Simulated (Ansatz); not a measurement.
Working through the interaction energy of a dimer with the counterpoise correction of CH₄BF, SMILES CBF

With the Python package of Ansatz (0.2.0).

Run as a notebook:

**Cell 1**
```python
import ansatz as az
```

**Cell 2**
```python
FIRST = [
    ('C', (-0.5543, 0.3291, -0.1335)),
    ('B', (0.6999, -0.4335, 0.2552)),
    ('F', (1.3697, -1.2129, -0.7495)),
    ('H', (-1.2979, -0.3217, -0.5232)),
    ('H', (-0.354, 1.0996, -0.9587)),
    ('H', (-0.9974, 0.928, 0.7399)),
    ('H', (1.1343, -0.3886, 1.3696)),
]
SECOND = [
    ('C', (1.8185, 3.3953, -1.7313)),
    ('B', (0.4209, 3.9465, -1.5105)),
    ('F', (0.2812, 5.2532, -0.9286)),
    ('H', (2.3671, 3.356, -0.8225)),
    ('H', (2.4366, 4.0536, -2.4378)),
    ('H', (1.813, 2.3537, -2.2139)),
    ('H', (-0.5506, 3.3179, -1.8166)),
]
```

**Cell 3**
```python
def energy(atoms, ghosts=()):
    molecule = az.Crystal.molecule()
    for symbol, xyz in atoms:
        molecule = molecule.atom(symbol, xyz)
    calc = (
        molecule.calculation()
        .basis(gaussian='def2-SVP')  # the orbital basis, by name
        .correlation('mp2')  # correlation on top of the mean field
    )
    deck = calc.input()
    if ghosts:
        deck = deck.set(az.key.basis.gaussian.ghost_atoms, [{'symbol': s, 'position_ang': list(xyz)} for s, xyz in ghosts])
    return az.Session.from_dict(deck).plan().execute().report['free_energy_ev']
```

**Cell 4**
```python
# ghost atoms carry the functions of the partner
both = energy(FIRST + SECOND)
alone = energy(FIRST) + energy(SECOND)
ghosted = energy(FIRST, SECOND) + energy(SECOND, FIRST)
print(f'dimer {both:.6f} eV')
print(f'interaction, uncorrected   {(both - alone):8.3f} eV')
print(f'interaction, counterpoise  {(both - ghosted):8.3f} eV')
print(f'basis-set superposition    {(alone - ghosted):8.3f} eV')
```
Output:
```text
dimer -8960.932874 eV
interaction, uncorrected     -0.026 eV
interaction, counterpoise     0.006 eV
basis-set superposition       0.031 eV
```

Uncorrected it is -0.026 eV, with the counterpoise correction 0.006 eV; the difference, 0.03 eV, is the superposition error. The sign changes with the correction, so this basis doesn't settle it.

What to keep in mind:
- Total energies depend on the basis set; only differences at equal settings carry meaning.
- The dimer is a generated trial pose of unrelaxed monomers, not a minimum, so the figure is no binding energy, and the basis set is small.
- Run time: 5.1 s on 1 thread of Intel(R) Xeon(R) Processor @ 2.30GHz (shared host), peak memory 0.31 GiB.
